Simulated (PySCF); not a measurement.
# C6H12O3Si: vibronic structure

Programs: PySCF 2.14.0, with routines of our own; each step states its level. All values are computed. Atoms count from 0.

### 1 The system as given

22 atoms, charge 0, multiplicity 1; geometry from: GFN2-xTB.

### 2 Vibronic structure: TDDFT CAM-B3LYP/def2-SVP

What the job is given:

```
{"job": {"kind": "vib", "xc": "CAM-B3LYP", "basis": "def2-SVP", "tda": false}, "charge": 0, "multiplicity": 1}
C     -3.395380     0.574026     1.231261
C     -3.312165     0.326536    -0.061183
C     -2.073083    -0.107590    -0.779193
O     -0.957771    -0.186668     0.113211
C      0.238551     0.094849    -0.381040
O      0.456819     0.404835    -1.523436
C      1.328821    -0.047204     0.667909
C      1.544193    -1.543351     0.933161
O      2.498144     0.558921     0.264773
Si     3.054426     0.896849    -1.232369
H     -4.318828     0.883505     1.687932
H     -2.540943     0.475605     1.878031
H     -4.170712     0.424509    -0.711263
H     -2.226747    -1.098063    -1.228376
H     -1.831737     0.593600    -1.588464
H      0.985992     0.441530     1.591599
H      0.633375    -1.993034     1.319016
H      2.346169    -1.663338     1.656606
H      1.834545    -2.037235     0.008590
H      3.040205    -0.256003    -2.129829
H      4.417374     1.206732    -0.805246
H      2.438341     2.070374    -1.842108
```

With the program's defaults for keys left out, this is: TDDFT CAM-B3LYP/def2-SVP vertical-gradient vibronic structure (displaced harmonic oscillators, Condon), gas phase.

The run is started by

```
$ OMP_NUM_THREADS=1 python excited_run.py task.json out
```

One launch serves the whole session: the jobs run in the order shown.

Q: Estimate the wall time and peak memory of this first job on 1 thread of Intel Xeon 6975P-C, shared host.

About 91 s, with a peak of 1.4 GiB.
